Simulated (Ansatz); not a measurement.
# MoH₄+ (octet): the correlation ladder, def2-SVP

One table from this session's results is given with a row withheld; the runs are named, their logs left out.

Program: Ansatz 0.2.0, Gaussian basis. Level of theory: def2-SVP, core rule «outside noble gas», up to 4 orbitals frozen. These are calculated values, not measurements.

The runs, in order: UHF; CCSD(T) on ROHF; CCSD(T) on UHF; CISD; CCSDT(Q) on ROHF; CCSDT(Q) on UHF; CASSCF and MRCISD+Q, 9 electrons in 10 orbitals; CASSCF and NEVPT2, 9 electrons in 10 orbitals.

24 further runs of the same task are left out: 5 for a known fault of the program, 10 that didn't finish, 9 set aside as unsound or not needed.

### The system

The geometry is a PBE0/def2-TZVP stationary point (not a proven minimum) of the parent state, kept for this charge and spin. No spin-orbit coupling is included. Elements past krypton take def2 core potentials.

5 atoms, charge 1, spin multiplicity 8.

Atoms are counted from 1 here; the program's logs count them from 0.

Bond lengths: Mo1–H2 1.805 Å, Mo1–H3 1.805 Å, Mo1–H4 1.805 Å, Mo1–H5 1.805 Å. Angles: H2–Mo1–H3 90.0°, H2–Mo1–H4 90.0°, H2–Mo1–H5 180.0°, H3–Mo1–H4 180.0°, H3–Mo1–H5 90.0°, H4–Mo1–H5 90.0°.

The first run:

File in.yaml:

```yaml
crystal:
  periodic: [false, false, false]
  atoms:
    - {symbol: Mo, position_ang: [0.000000, 0.000000, 0.000000]}
    - {symbol: H, position_ang: [0.000000, 1.281000, 1.271300]}
    - {symbol: H, position_ang: [0.000700, -1.271300, 1.281000]}
    - {symbol: H, position_ang: [-0.000700, 1.271300, -1.281000]}
    - {symbol: H, position_ang: [0.000000, -1.281000, -1.271300]}
basis:
  gaussian: {orbitals: def2-SVP}
total_charge: 1
magnetization: {spin_polarized: true, initial_magnetization: 7}
hamiltonian: {xc: hf}
output: {orbitals: {seedname: orbitals}}
```

Launch:

```bash
> ansatz run in.yaml --threads 1 --pin off --events-out ev --progress --plain --max-ram 2393MiB
```

Steps of the session up to this table: UHF; CCSD(T) on ROHF; CCSD(T) on UHF; CISD; CCSDT(Q) on ROHF; CCSDT(Q) on UHF; CASSCF and MRCISD+Q, 9 electrons in 10 orbitals; CASSCF and NEVPT2, 9 electrons in 10 orbitals.

One table of the session follows, with a row left open; its other results are not shown here.

```
          method  from RCCSDT(Q) (meV)
             UHF               +3389.4
            RMP2                +733.1
            UMP2                +789.9
            CISD                +293.8
           RCCSD                     ?
           UCCSD                 +82.9
        RCCSD(T)                 +28.7
        UCCSD(T)                 -13.3
          RCCSDT                  +5.2
          UCCSDT                 -35.5
       RCCSDT(Q)                     0
       UCCSDT(Q)                 -40.4
  CASSCF valence               +2607.5
  NEVPT2 valence                +620.6
  MRCISD valence                +167.7
MRCISD+Q valence                 +40.8
```

Estimate the missing values for RCCSD.

As computed: from RCCSDT(Q) (meV): +134.4. In the column «from RCCSDT(Q) (meV)» it lies between UCCSD (+82.9) and MRCISD valence (+167.7).

Left out of the table: ROHF (another determinant or state than the rows shown).

Caveats from the session: Warnings: coupled cluster took another determinant than the lowest. Restricted and unrestricted rows rest on different reference determinants; where their highest levels disagree by more than a few hundredths of an eV, they describe different states and don't form one ladder.
